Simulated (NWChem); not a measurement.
# the pair GeH4S···BSiH5, step by step

Aim: a single-point energy (singlet BGeSiH9S, revPBE-D3(BJ)/STO-3G), then the energy (singlet GeH4S, revPBE-D3(BJ)/STO-3G), then a single-point energy (singlet BSiH5, revPBE-D3(BJ)/STO-3G), then the energy (singlet GeH4S, revPBE-D3(BJ)/STO-3G), then a single-point energy (singlet BSiH5, revPBE-D3(BJ)/STO-3G) of BGeH9SSi and its partners. 

The calculation is run with NWChem 7.3.0.

**1. The system as given**

BGeSiH9S has 13 atoms, charge 0, and is taken as a singlet. The two molecules were placed rigidly side by side, at 0.8 times their contact distance; the pair isn't optimised.

Bond lengths: S1–Ge2 2.224 Å, B7–Si8 2.010 Å, S1–H3 1.343 Å, Ge2–H4 1.536 Å, Ge2–H5 1.536 Å, Ge2–H6 1.533 Å, B7–H9 1.196 Å, B7–H10 1.195 Å, Si8–H11 1.492 Å, Si8–H12 1.492 Å, Si8–H13 1.487 Å. Some angles: S1–Ge2–H4 110.4°, S1–Ge2–H5 110.4°, S1–Ge2–H6 104.8°, Ge2–S1–H3 94.6°, B7–Si8–H11 108.8°, B7–Si8–H12 108.8°, B7–Si8–H13 115.1°, Si8–B7–H9 118.9°, Si8–B7–H10 123.6°, H4–Ge2–H5 109.8°.

**2. The energy at revPBE-D3(BJ)/STO-3G (run 1)**

File job.nw:

```
start job
title "BGeH9SSi revPBE"
memory total 2200 mb

geometry units angstrom noautosym nocenter noautoz
  S      0.836350    -1.106750     1.019900
  Ge    -0.187050     0.512150    -0.110900
  H      0.567450    -2.058550     0.111500
  H     -1.674650     0.176950    -0.298200
  H      0.478550     0.713050    -1.481000
  H     -0.020650     1.763150     0.758700
  B      1.313090    -1.742660    -3.203240
  Si    -0.089480    -3.181490    -3.252310
  H      2.315300    -1.889030    -3.840070
  H      1.205940    -0.736010    -2.568280
  H     -0.519840    -3.385200    -4.666690
  H      0.518390    -4.461280    -2.783840
  H     -1.299650    -2.911590    -2.430790
end

basis spherical bse
  * library STO-3G
end

dft
  xc revpbe cpbe96
  disp vdw 4
  grid fine
  convergence energy 1e-08
  maxiter 100
  mulliken
  noprint "final vectors analysis"
end

task dft energy
```

Run with:

```
$ nwchem job.nw > job.out
```

Log:

```text
[...]
          Wavefunction type:  closed shell.
          No. of atoms     :    13
          No. of electrons :    76
[...]
          Charge           :     0
          Spin multiplicity:     1
[...]
          AO basis - number of functions:    50
[...]
              XC Information
              --------------
                        RevPBE Exchange Functional  1.000
            Perdew 1991 LDA Correlation Functional  1.000 local
           PerdewBurkeErnz. Correlation Functional  1.000 non-local
[...]
 d= 0,ls=0.0,diis     1  -2762.4535256468 -3.13D+03  7.09D-02  4.75D-01     1.4
[...]
 d= 0,ls=0.0,diis    10  -2762.5599449149 -6.50D-09  1.33D-06  2.17D-09     8.4
         Total DFT energy =    -2762.559944914932
      One electron energy =    -4594.591128799463
           Coulomb energy =     1598.295406542951
    Exchange-Corr. energy =     -133.575165835693
 Nuclear repulsion energy =      367.334159385727
    Dispersion correction =       -0.023216208454
[...]
      Total Density - Mulliken Population Analysis
     ---------------------------------------------
    Atom       Charge   Shell Charges
 -----------   ------   -------------------------------------------------------
    1 S   16    16.03   2.00  2.00  5.95  1.91  4.17
    2 Ge  32    31.74   2.00  2.00  6.00  2.00  5.93  1.34  2.68  9.79
    3 H    1     1.02   1.02
    4 H    1     1.07   1.07
    5 H    1     1.07   1.07
    6 H    1     1.07   1.07
    7 B    5     4.99   1.99  1.13  1.87
    8 Si  14    13.58   2.00  1.98  5.87  1.30  2.43
    9 H    1     1.04   1.04
   10 H    1     1.04   1.04
[...]
```

It took 9 s on 1 thread of AMD EPYC 9R14 (Zen 4), shared host; peak memory 0.13 GiB.

**3. GeH4S: the energy at revPBE-D3(BJ)/STO-3G (run 2)**

File geom.nw:

```
start geom
memory total 2200 mb
charge 0
geometry units angstroms noautosym nocenter noautoz
S      0.836350    -1.106750     1.019900
Ge    -0.187050     0.512150    -0.110900
H      0.567450    -2.058550     0.111500
H     -1.674650     0.176950    -0.298200
H      0.478550     0.713050    -1.481000
H     -0.020650     1.763150     0.758700
end
basis spherical bse
* library STO-3G
end
dft
xc revpbe cpbe96
mult 1
disp vdw 4
grid fine
convergence energy 1e-08
iterations 100
mulliken
print low
end
task dft
```

Run with:

```
$ nwchem geom.nw > geom.out
```

Log:

```text
[...]
 d= 0,ls=0.0,diis     1  -2448.9169840414 -2.63D+03  5.85D-02  3.07D-01     0.4
[...]
 d= 0,ls=0.0,diis     8  -2448.9915552972 -1.82D-09  4.74D-06  4.94D-09     2.1
         Total DFT energy =    -2448.991555297183
      One electron energy =    -3780.199898778886
           Coulomb energy =     1261.104288490613
    Exchange-Corr. energy =     -106.750554230571
 Nuclear repulsion energy =      176.863789132550
    Dispersion correction =       -0.009179910888
[...]
      Total Density - Mulliken Population Analysis
     ---------------------------------------------
    Atom       Charge   Shell Charges
 -----------   ------   -------------------------------------------------------
    1 S   16    16.03   2.00  2.00  5.95  1.91  4.17
    2 Ge  32    31.74   2.00  2.00  6.00  2.00  5.93  1.34  2.69  9.79
    3 H    1     1.02   1.02
    4 H    1     1.07   1.07
    5 H    1     1.07   1.07
    6 H    1     1.07   1.07
[...]
```

Wall time 2.7 s (1 thread of AMD EPYC 9R14 (Zen 4), shared host); peak memory 0.12 GiB.

**4. BSiH5: the energy at revPBE-D3(BJ)/STO-3G (run 3)**

File test.nw:

```
START test
TITLE "BH5Si"
memory stack 880 mb heap 220 mb global 1100 mb

GEOMETRY noautosym nocenter noautoz
 B     1.313090   -1.742660   -3.203240
 Si   -0.089480   -3.181490   -3.252310
 H     2.315300   -1.889030   -3.840070
 H     1.205940   -0.736010   -2.568280
 H    -0.519840   -3.385200   -4.666690
 H     0.518390   -4.461280   -2.783840
 H    -1.299650   -2.911590   -2.430790
END

BASIS spherical bse
 B library STO-3G
 Si library STO-3G
 H library STO-3G
END

DFT
 xc revpbe cpbe96
 disp vdw 4
 grid fine
 convergence energy 1e-08
 iterations 100
 mulliken
 print low
END

TASK dft
```

Run with:

```
$ nwchem test.nw > test.out
```

Log:

```text
[...]
 d= 0,ls=0.0,diis     1   -313.5358664641 -3.61D+02  4.08D-02  1.65D-01     0.3
[...]
 d= 0,ls=0.0,diis     8   -313.5673704543 -1.80D-10  3.26D-07  1.30D-11     1.4
         Total DFT energy =     -313.567370454347
      One electron energy =     -528.679204820134
           Coulomb energy =      194.378136696478
    Exchange-Corr. energy =      -26.821901085363
 Nuclear repulsion energy =       47.564443806119
    Dispersion correction =       -0.008845051448
[...]
      Total Density - Mulliken Population Analysis
     ---------------------------------------------
    Atom       Charge   Shell Charges
 -----------   ------   -------------------------------------------------------
    1 B    5     4.99   1.99  1.13  1.87
    2 Si  14    13.58   2.00  1.98  5.87  1.30  2.43
    3 H    1     1.04   1.04
    4 H    1     1.04   1.04
    5 H    1     1.11   1.11
    6 H    1     1.11   1.11
    7 H    1     1.12   1.12
[...]
```

It took 1.9 s on 1 thread of AMD EPYC 9R14 (Zen 4), shared host; peak memory 0.12 GiB.

**5. GeH4S among ghost functions: the energy at revPBE-D3(BJ)/STO-3G (with ghost functions) (run 4)**

File run.nw:

```
start run
title "GeH4S revPBE"
memory total 2200 mb
geometry units bohr noautosym nocenter noautoz
 S      1.58047244    -2.09145439     1.92733167
 Ge    -0.35347327     0.96782323    -0.20957063
 H      1.07232509    -3.89009571     0.21070446
 H     -3.16462985     0.33438704    -0.56351633
 H      0.90432844     1.34746921    -2.79868439
 H     -0.03902284     3.33187062     1.43373521
 bqB      2.481380    -3.293150    -6.053246
 bqSi    -0.169093    -6.012145    -6.145975
 bqH      4.375283    -3.569749    -7.256681
 bqH      2.278896    -1.390857    -4.853346
 bqH     -0.982355    -6.397101    -8.818766
 bqH      0.979615    -8.430597    -5.260695
 bqH     -2.455983    -5.502108    -4.593527
end
basis spherical bse
 S library STO-3G
 Ge library STO-3G
 H library STO-3G
 bqB library B STO-3G
 bqSi library Si STO-3G
 bqH library H STO-3G
end
dft
 xc revpbe cpbe96
 disp vdw 4
 grid fine
 convergence energy 1e-08
 iterations 100
 mulliken
 noprint "final vectors analysis"
end
task dft energy
```

Run with:

```
$ nwchem run.nw > run.out
```

Log:

```text
[...]
          Wavefunction type:  closed shell.
          No. of atoms     :    13
          No. of electrons :    52
[...]
          Charge           :     0
          Spin multiplicity:     1
[...]
          AO basis - number of functions:    50
[...]
              XC Information
              --------------
                        RevPBE Exchange Functional  1.000
            Perdew 1991 LDA Correlation Functional  1.000 local
           PerdewBurkeErnz. Correlation Functional  1.000 non-local
[...]
 d= 0,ls=0.0,diis     1  -2448.9176672939 -2.63D+03  3.63D-02  3.07D-01     1.2
[...]
 d= 0,ls=0.0,diis     8  -2448.9922335072 -1.87D-09  2.97D-06  5.06D-09     6.5
         Total DFT energy =    -2448.992233507226
      One electron energy =    -3780.164669133261
           Coulomb energy =     1261.066408281755
    Exchange-Corr. energy =     -106.748569342995
 Nuclear repulsion energy =      176.863776597601
    Dispersion correction =       -0.009179910326
[...]
      Total Density - Mulliken Population Analysis
     ---------------------------------------------
    Atom       Charge   Shell Charges
 -----------   ------   -------------------------------------------------------
    1 S   16    16.03   2.00  2.00  5.95  1.91  4.17
    2 Ge  32    31.74   2.00  2.00  6.00  2.00  5.93  1.34  2.68  9.79
    3 H    1     1.01   1.01
    4 H    1     1.07   1.07
    5 H    1     1.07   1.07
    6 H    1     1.07   1.07
    7 X    0     0.00   0.00  0.00  0.00
    8 X    0     0.00   0.00  0.00 -0.00  0.00  0.00
    9 X    0     0.00   0.00
   10 X    0     0.00   0.00
[...]
```

Run time: 7.2 s. Hardware: 1 thread of AMD EPYC 9R14 (Zen 4), shared host; peak memory 0.13 GiB.

**6. BSiH5 among ghost functions: the energy at revPBE-D3(BJ)/STO-3G (with ghost functions) (run 5)**

File bh5si.nw:

```
start bh5si
title "BH5Si energy"
memory total 2200 mb

geometry noautosym nocenter noautoz
B     1.313090   -1.742660   -3.203240
Si   -0.089480   -3.181490   -3.252310
H     2.315300   -1.889030   -3.840070
H     1.205940   -0.736010   -2.568280
H    -0.519840   -3.385200   -4.666690
H     0.518390   -4.461280   -2.783840
H    -1.299650   -2.911590   -2.430790
bqS      0.836350    -1.106750     1.019900
bqGe    -0.187050     0.512150    -0.110900
bqH      0.567450    -2.058550     0.111500
bqH     -1.674650     0.176950    -0.298200
bqH      0.478550     0.713050    -1.481000
bqH     -0.020650     1.763150     0.758700
end

basis "ao basis" spherical bse
B library STO-3G
Si library STO-3G
H library STO-3G
bqS library S STO-3G
bqGe library Ge STO-3G
bqH library H STO-3G
end

dft
xc revpbe cpbe96
disp vdw 4
grid fine
convergence energy 1e-08
iterations 100
mulliken
noprint "final vectors analysis"
end

task dft
```

Run with:

```
$ nwchem bh5si.nw > bh5si.out
```

Log:

```text
[...]
          Wavefunction type:  closed shell.
          No. of atoms     :    13
          No. of electrons :    24
[...]
          Charge           :     0
          Spin multiplicity:     1
[...]
          AO basis - number of functions:    50
[...]
              XC Information
              --------------
                        RevPBE Exchange Functional  1.000
            Perdew 1991 LDA Correlation Functional  1.000 local
           PerdewBurkeErnz. Correlation Functional  1.000 non-local
[...]
 d= 0,ls=0.0,diis     1   -313.5362492548 -3.61D+02  1.55D-02  1.65D-01     1.2
[...]
 d= 0,ls=0.0,diis     8   -313.5679471481 -1.89D-10  1.25D-07  1.33D-11     6.1
         Total DFT energy =     -313.567947148052
      One electron energy =     -528.664073380137
           Coulomb energy =      194.360199691748
    Exchange-Corr. energy =      -26.819672214335
 Nuclear repulsion energy =       47.564443806119
    Dispersion correction =       -0.008845051448
[...]
      Total Density - Mulliken Population Analysis
     ---------------------------------------------
    Atom       Charge   Shell Charges
 -----------   ------   -------------------------------------------------------
    1 B    5     4.99   1.99  1.13  1.87
    2 Si  14    13.58   2.00  1.98  5.87  1.29  2.43
    3 H    1     1.04   1.04
    4 H    1     1.04   1.04
    5 H    1     1.11   1.11
    6 H    1     1.11   1.11
    7 H    1     1.12   1.12
    8 X    0     0.00   0.00  0.00 -0.00  0.00  0.00
    9 X    0     0.00   0.00  0.00  0.00  0.00 -0.00  0.00  0.00  0.00
   10 X    0     0.00   0.00
[...]
```

It took 6.9 s on 1 thread of AMD EPYC 9R14 (Zen 4), shared host; peak memory 0.13 GiB.

**7. What came out**

| quantity | value |
| --- | --- |
| run 1, revPBE-D3(BJ)/STO-3G: total energy | -2762.55994 Eh |
| run 1, revPBE-D3(BJ)/STO-3G: dipole moment | 0.89 D |
| run 1, revPBE-D3(BJ)/STO-3G: dispersion energy | -60.95 kJ/mol |
| GeH4S: total energy | -2448.99156 Eh |
| GeH4S: dispersion energy | -24.10 kJ/mol |
| BSiH5: total energy | -313.56737 Eh |
| BSiH5: dispersion energy | -23.22 kJ/mol |
| GeH4S among ghost functions: total energy | -2448.99223 Eh |
| GeH4S among ghost functions: dipole moment | 0.85 D |
| GeH4S among ghost functions: dispersion energy | -24.10 kJ/mol |
| BSiH5 among ghost functions: total energy | -313.56795 Eh |
| BSiH5 among ghost functions: dipole moment | 0.07 D |
| BSiH5 among ghost functions: dispersion energy | -23.22 kJ/mol |
| interaction energy of the rigid parts GeH4S and BSiH5 (parts in their own basis; closest atoms 1.95 Å apart) | -0.028 eV |
| interaction energy of the rigid parts GeH4S and BSiH5 (parts in the whole basis, counterpoise; closest atoms 1.95 Å apart) | 0.006 eV |

The interaction energy of the rigid parts GeH4S and BSiH5 (parts in their own basis; closest atoms 1.95 Å apart) is −0.03 eV (−2.7 kJ/mol). Without counterpoise this holds the superposition error of the basis. The interaction energy of the rigid parts GeH4S and BSiH5 (parts in the whole basis, counterpoise; closest atoms 1.95 Å apart) is 0.01 eV (0.1 kcal/mol). The basis-set superposition error is 3.3 kJ/mol. It is larger than the uncorrected attraction, which is thus an artefact of the basis. Mulliken charges (GeH4S) run from -0.07 on H4 to +0.26 on Ge2; they depend strongly on the basis. Mulliken charges (BSiH5) run from -0.12 on H7 to +0.42 on Si2.
